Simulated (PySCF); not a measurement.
**From one method to the next for SiI⁻ (triplet)**

Aim: see what other levels and later steps give for SiI⁻ (triplet).

The runs use PySCF 2.14.0; method and basis as typed in the scripts.

6 further runs of the same task are left out: 2 for a known fault of the program, 4 that didn't finish.

### Step 1. Starting geometry

SiI⁻ (triplet): 2 atoms, charge -1, spin multiplicity 3.

Bond lengths: Si1–I2 2.525 Å.

### Step 2. Base script

input.py

```python
from pyscf import gto, scf, mp

mol = gto.M(
    atom='Si 0 0 0; I 0 0 2.525',
    basis='crenbl',
    ecp={'Si': 'crenbl', 'I': 'crenbl'},
    charge=-1,
    spin=2,
    verbose=4,
)
mf = scf.UHF(mol)
mf.kernel()
mp.MP2(mf).kernel()
mf.dip_moment()
print('orbital energies (hartree):', [e[max(0, n-3):n+3].round(4) for e, n in zip(mf.mo_energy, mol.nelec)])
```

Command:

```console
$ OMP_NUM_THREADS=1 python input.py
```

### Step 3. Geometry optimisation

Edit 1 changes step after the SCF: mp2 → optimize.

input.py

```python
from pyscf import gto, scf
from pyscf.geomopt.geometric_solver import optimize

mol = gto.M(
    atom='Si 0 0 0; I 0 0 2.525',
    basis='crenbl',
    ecp={'Si': 'crenbl', 'I': 'crenbl'},
    charge=-1,
    spin=2,
    verbose=4,
)
mf = scf.UHF(mol)
mf.kernel()
mol_eq = optimize(mf, maxsteps=30)
print('optimised geometry (angstrom)')
print(mol_eq.tostring('raw'))
print('orbital energies (hartree):', [e[max(0, n-3):n+3].round(4) for e, n in zip(mf.mo_energy, mol.nelec)])
```

### Step 4. Pbesol (UKS)

Edit 2 changes functional: none (Hartree–Fock) → pbesol; SCF type: UHF → UKS; step after the SCF: mp2 → analyze.

input.py, as its differences from that of step 2:

```diff
@@ -1,2 +1,2 @@
-from pyscf import gto, scf, mp
+from pyscf import gto, dft
 
@@ -10,5 +10,5 @@
 )
-mf = scf.UHF(mol)
+mf = dft.UKS(mol, xc='pbesol')
 mf.kernel()
-mp.MP2(mf).kernel()
+mf.mulliken_pop()
 mf.dip_moment()
```

### Step 5. O3lyp (UKS)

Edit 3 changes functional: none (Hartree–Fock) → o3lyp; SCF type: UHF → UKS; step after the SCF: mp2 → analyze.

input.py, as its differences from that of step 2:

```diff
@@ -1,2 +1,2 @@
-from pyscf import gto, scf, mp
+from pyscf import gto, dft
 
@@ -10,5 +10,5 @@
 )
-mf = scf.UHF(mol)
+mf = dft.UKS(mol, xc='o3lyp')
 mf.kernel()
-mp.MP2(mf).kernel()
+mf.mulliken_pop()
 mf.dip_moment()
```

### Step 6. M06l (UKS)

Edit 4 changes functional: none (Hartree–Fock) → m06l; SCF type: UHF → UKS; step after the SCF: mp2 → analyze.

input.py, as its differences from that of step 2:

```diff
@@ -1,2 +1,2 @@
-from pyscf import gto, scf, mp
+from pyscf import gto, dft
 
@@ -10,5 +10,5 @@
 )
-mf = scf.UHF(mol)
+mf = dft.UKS(mol, xc='m06l')
 mf.kernel()
-mp.MP2(mf).kernel()
+mf.mulliken_pop()
 mf.dip_moment()
```

Before running it: what results should come out? Wanted: for each run, E(SCF); from base; gap, α spin; after the SCF.

**Answer**, as computed:

| run | E(SCF) (hartree) | from base (eV) | cycles | gap, α spin (eV) | after the SCF |
| --- | --- | --- | --- | --- | --- |
| base | -113.205785 | 0 | 12 | 9.55 | MP2 correlation -6.731 eV |
| geometry optimisation | -113.205785 | 0.0000 | 12 | 9.55 | bond 2.928 Å, -0.355 eV |
| pbesol (UKS) | -115.456035 | not comparable | 11 | 2.23 | n/a |
| o3lyp (UKS) | -115.531585 | not comparable | 10 | 3.12 | n/a |
| m06l (UKS) | -115.033746 | not comparable | 11 | 2.66 | n/a |

SCF columns refer to the geometry typed in the script.

**Reading.** The α-spin gap between the frontier levels is 2.2 eV with pbesol (0 % exact exchange) and 3.1 eV with o3lyp (12 %). A lower total energy from another functional means nothing by itself. The dearest run is “geometry optimisation”, at 7.7 s against 1.8 s.
